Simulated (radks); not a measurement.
# Pb³⁺ in [Xe] 4f14 5d10 7s1: an all-electron calculation

The task here is to estimate one member of a computed series from the others.

Method: scalar-relativistic Kohn-Sham, BP86, spin-unpolarised, spherical densities, point nucleus. Code: radks (a radial shooting solver on a logarithmic mesh, Libxc functionals) version 1.

### Starting point

```
element       : lead (Z = 82)
charge        : +3
electrons     : 79
configuration : [Xe] 4f14 5d10 7s1
```

The outer shells:

Pb³⁺
```
[Xe] core
4f [↑↓][↑↓][↑↓][↑↓][↑↓][↑↓][↑↓]
5d [↑↓][↑↓][↑↓][↑↓][↑↓]
7s [↑ ]
```

Set-up of the first run:

The run's settings:

```text
Z 82
configuration [Xe] 4f14 5d10 7s1 6s0 6p0
relativity scalar-relativistic
functional b88,p86
spin unpolarised
nucleus point
c 137.035999084
```

Launch:

```sh
$ python run_ks.py task.json out
```

All runs below come from this command, one after another.

One table of the session follows, with a row left open; its other results are not shown here.

It belongs to the step «Radial structure». Sizes of the orbitals, from the radial functions (bohr):

| level | <r> | outermost maximum (interpolated) | 90 % within | nodes |
| --- | --- | --- | --- | --- |
| 1s | 0.01604 | 0.00984 | 0.0294 | 0 |
| 2s | 0.06758 | 0.0571 | 0.105 | 1 |
| 2p | 0.06143 | 0.0476 | 0.100 | 0 |
| 3s | ? | ? | ? | ? |
| 3p | 0.1764 | 0.161 | 0.264 | 1 |
| 3d | 0.1599 | 0.131 | 0.248 | 0 |
| 4s | 0.3842 | 0.362 | 0.550 | 3 |
| 4p | 0.4099 | 0.382 | 0.594 | 2 |
| 4d | 0.4310 | 0.388 | 0.641 | 1 |
| 5s | 0.8529 | 0.788 | 1.21 | 4 |
| 4f | 0.4537 | 0.350 | 0.720 | 0 |
| 5p | 0.9747 | 0.881 | 1.40 | 3 |
| 5d | 1.262 | 1.07 | 1.89 | 2 |
| 6s | 2.035 | 1.84 | 2.90 | 5 |
| 6p | 2.514 | 2.22 | 3.64 | 4 |
| 7s | 4.265 | 4.13 | 5.89 | 6 |

Estimate the missing values for 3s.

**Answer.** <r>: 0.1745; outermost maximum (interpolated): 0.161; 90 % within: 0.256; nodes: 2. In the column «<r>» it lies between 3d (0.1599) and 3p (0.1764).
